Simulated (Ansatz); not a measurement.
Write a Python script for Ansatz's Python interface that makes energies of removing a hydrogen of AlFH2O2, SMILES [OH][Al]([OH])[F]. Level of theory (for the species named): CAM-B3LYP, cc-pVDZ basis, multiplicity 1.

```yaml
atoms:
  - { symbol: O, position_ang: [-0.2181, 1.1958, -1.0966] }
  - { symbol: Al, position_ang: [-0.1358, -0.3117, -0.1364] }
  - { symbol: O, position_ang: [0.6167, -0.2830, 1.5102] }
  - { symbol: F, position_ang: [-0.6928, -1.8427, -0.8131] }
  - { symbol: H, position_ang: [-1.1361, 1.6192, -0.8575] }
  - { symbol: H, position_ang: [1.6083, -0.4416, 1.3471] }
```

The script, `bde_alfh2o2.py`:
```python
import ansatz as az

SETTINGS = {
    'basis_set': 'cc-pVDZ',
    'xc': 'cam_b3lyp',
}


def single_point(molecule, charge=0, unpaired=0):
    calc = (
        molecule.calculation()
        .basis(gaussian=SETTINGS['basis_set'])
        .functional(SETTINGS['xc'])
    )
    if charge:
        calc = calc.charge(charge)
    if unpaired:
        calc = calc.spin('collinear', total=unpaired)
    report = calc.run(threads=1, pin='off').report
    if report['published_state_doubts']:
        print('  doubts:', report['published_state_doubts'])
    return report['free_energy_ev']

def without(molecule, index):
    rest = az.Crystal.molecule()
    for i, site in enumerate(molecule.cartesian_sites):
        if i != index:
            rest = rest.atom(site.symbol, site.position_ang)
    return rest


def main() -> None:
    system = (
        az.Crystal.molecule()
        .atom('O', (-0.2181, 1.1958, -1.0966))
        .atom('Al', (-0.1358, -0.3117, -0.1364))
        .atom('O', (0.6167, -0.283, 1.5102))
        .atom('F', (-0.6928, -1.8427, -0.8131))
        .atom('H', (-1.1361, 1.6192, -0.8575))
        .atom('H', (1.6083, -0.4416, 1.3471))
    )

    whole = single_point(system, 0)
    hydrogen = single_point(az.Crystal.molecule().atom('H', (0, 0, 0)), 0, 1)
    print(f'E(molecule) = {whole:.5f} eV, E(H) = {hydrogen:.5f} eV')
    for index in [5]:
        radical = single_point(without(system, index), 0, 1)
        print(f'H{index}: homolysis {96.485332 * (radical + hydrogen - whole):.1f} kJ/mol')


if __name__ == '__main__':
    main()
```

`python bde_alfh2o2.py` gives:
```text
E(molecule) = -13442.60886 eV, E(H) = -13.54839 eV
H5: homolysis 482.6 kJ/mol
```

Caveats:
- Total energies depend on the basis set; only differences at equal settings carry meaning.
- The geometry is a force-field or estimated start, not a minimum of this method, and the basis set is short of its limit. All parts are taken at fixed geometry, without zero-point energy.
- The whole script took 9.9 s on 1 thread of Arm Neoverse V1 (shared host), peak memory 0.22 GiB.
